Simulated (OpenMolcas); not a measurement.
**Co⁴⁺ among point charges: CASSCF and CASPT2 levels and susceptibility**

How does a field of 3 point charges split the states of Co⁴⁺, and what χT follows?

Method: state-averaged CASSCF and CASPT2, spin-orbit coupling by RASSI with atomic mean-field integrals. Code: OpenMolcas 26.06.

## 1. The atom as given

* Species: Co⁴⁺ (cobalt, Z = 27, 23 electrons)
* Basis: ANO-RCC-VDZP [5s4p2d1f], 34 functions
* Scalar Hamiltonian: DKH2, point nucleus
* Inactive shells: 1s 2s 2p 3s 3p
* Active space: 5 electrons in 5 orbitals (3d)
* Some configurations of this space: 3d⁵
* Orbitals: optimised for each spin and parity, averaged over all roots

The outer shells:

3d5
```
3d [↑ ][↑ ][↑ ][↑ ][↑ ]
```

The ion sits among 3 point charges of -1 e arranged as a planar triangle (D3h), 1.99 Å from the ion.

The work runs as a chain of OpenMolcas steps in one folder; each step below is one input file. Labels, J, g values, rates, χT and fits are worked out afterwards by a script from the matrices that RASSI stores.

## 2. GATEWAY and SEWARD: basis and integrals

File a.inp:

```
&GATEWAY
Coord
1

Co 0.0 0.0 0.0
Basis=ANO-RCC-VDZP
Group=NoSym
NoMove
AngMom=0.0 0.0 0.0
AMFI
XField
3 Angstrom 0
1.990000 0.000000 0.000000 -1.000000
-0.995000 1.723391 0.000000 -1.000000
-0.995000 -1.723391 0.000000 -1.000000
&SEWARD
```

Command:

```bash
$ OMP_NUM_THREADS=1 MOLCAS_MEM=1689 MOLCAS_PROJECT=a pymolcas a.inp > a.log
```

## 3. Reference wave functions, sextets, 1 root

File a.inp:

```
&RASSCF
FileOrb=start.orb
Symmetry=1
Spin=6
nActEl=5 0 0
Inactive=9
Ras2=5
CIRoot=1 1 1
SDav=1
CIMx=300
Iter=120 100
PrWF=0.3
OrbListing=Nothing
MaxOrb=0
>>> COPY $Project.JobIph JOB001
```

start.orb holds the contracted functions of the basis, ordered by shell, or the orbitals of the step before.

## 4. Reference wave functions, quartets, 24 roots

File a.inp:

```
&RASSCF
FileOrb=start.orb
Symmetry=1
Spin=4
nActEl=5 0 0
Inactive=9
Ras2=5
CIRoot=24 24 1
SDav=24
CIMx=300
Iter=120 100
PrWF=0.3
OrbListing=Nothing
MaxOrb=0
>>> COPY $Project.JobIph JOB002
```

## 5. Reference wave functions, doublets, 75 roots

File a.inp:

```
&RASSCF
FileOrb=start.orb
Symmetry=1
Spin=2
nActEl=5 0 0
Inactive=9
Ras2=5
CIRoot=75 75 1
SDav=75
CIMx=300
Iter=120 100
PrWF=0.3
OrbListing=Nothing
MaxOrb=0
>>> COPY $Project.JobIph JOB003
```

## 6. RASSI: spin-orbit coupling between the states

File a.inp:

```
&RASSI
NrOfJobIphs=3 1 24 75
1
1 2 3 4 5 6 7 8 9 10 11 12 13 14 15 16 17 18 19 20 21 22 23 24
1 2 3 4 5 6 7 8 9 10 11 12 13 14 15 16 17 18 19 20 21 22 23 24 25 26 27
28 29 30 31 32 33 34 35 36 37 38 39 40 41 42 43 44 45 46 47 48 49 50 51
52 53 54 55 56 57 58 59 60 61 62 63 64 65 66 67 68 69 70 71 72 73 74 75
IphNames
JOB001
JOB002
JOB003
EJob
SpinOrbit
DIPRint=1.0
SOCoupling=1000.0
Subsets=2
Property=9
'ANGMOM' 1 'ANGMOM' 2 'ANGMOM' 3 'MLTPL  1' 1 'MLTPL  1' 2 'MLTPL  1' 3
'AMFI' 1 'AMFI' 2 'AMFI' 3
SOProperty=3
'ANGMOM' 1 'ANGMOM' 2 'ANGMOM' 3
```

## 7. CASPT2: IPEA 0.25, imaginary shift 0.1 (closed shells correlated: 3s 3p)

File a.inp:

```
>>> COPY JOB001 $Project.JobIph
&CASPT2
Multistate=1 1
Frozen=5
IPEA=0.25
Imaginary=0.1
MaxIter=60
WThr=0.0 0.3 0.05
PrWF=0.5
NoMix
>>> COPY JOB002 $Project.JobIph
&CASPT2
Multistate=24 1 2 3 4 5 6 7 8 9 10 11 12 13 14 15 16 17 18 19 20 21 22
23 24
NoMult
Frozen=5
IPEA=0.25
Imaginary=0.1
MaxIter=60
WThr=0.0 0.3 0.05
PrWF=0.5
NoMix
>>> COPY JOB003 $Project.JobIph
&CASPT2
Multistate=75 1 2 3 4 5 6 7 8 9 10 11 12 13 14 15 16 17 18 19 20 21 22
23 24 25 26 27 28 29 30 31 32 33 34 35 36 37 38 39 40 41 42 43 44 45 46
47 48 49 50 51 52 53 54 55 56 57 58 59 60 61 62 63 64 65 66 67 68 69 70
71 72 73 74 75
NoMult
Frozen=5
IPEA=0.25
Imaginary=0.1
MaxIter=60
WThr=0.0 0.3 0.05
PrWF=0.5
NoMix
```

(Steps that only read results are left out.)

Q: Predict the outcome of this session. Wanted: spin-free ground state; lowest level; next level.

As calculated:

| quantity | value |
| --- | --- |
| method | SS-CASPT2, IPEA 0.25, imaginary shift 0.1 (closed shells correlated: 3s 3p) |
| spin-free ground state | 6A1, 1-fold in its orbital part |
| lowest level | 2-fold E1/2, g = 2.00, 6.01, 6.01 |
| next level | 0.2 cm⁻¹ |
| χT at 300 K | 4.38 cm³ K/mol |
| effective moment at 300 K | 5.92 μB |

Cost by method:

| method | time of its own steps | time with the reference |
| --- | --- | --- |
| A. CASSCF | 25 s | 25 s |
| B. SS-CASPT2, IPEA 0.25, imaginary shift 0.1, +3s 3p | 5.7 s | 31 s |

Times are of one thread on a shared host.

In words: The spin-free ground state (6A1) comes to 100 % from free-ion S terms and keeps the highest spin of the shell. χT at 300 K is 4.38, against 4.39 cm³ K/mol for the spin alone, as a half-filled shell (L = 0) has no orbital moment. An active space of the d shell alone favours high spin; real ions in strong fields can be low spin. CASPT2 does not keep the components of a term degenerate, and the means are used. The field of point charges can differ much from that of real complexes. With metal d orbitals alone active, the gaps between spin states are rough; where two lie within a few thousand cm-1, their order is open. This is an electrostatic model: the charges have no orbitals.
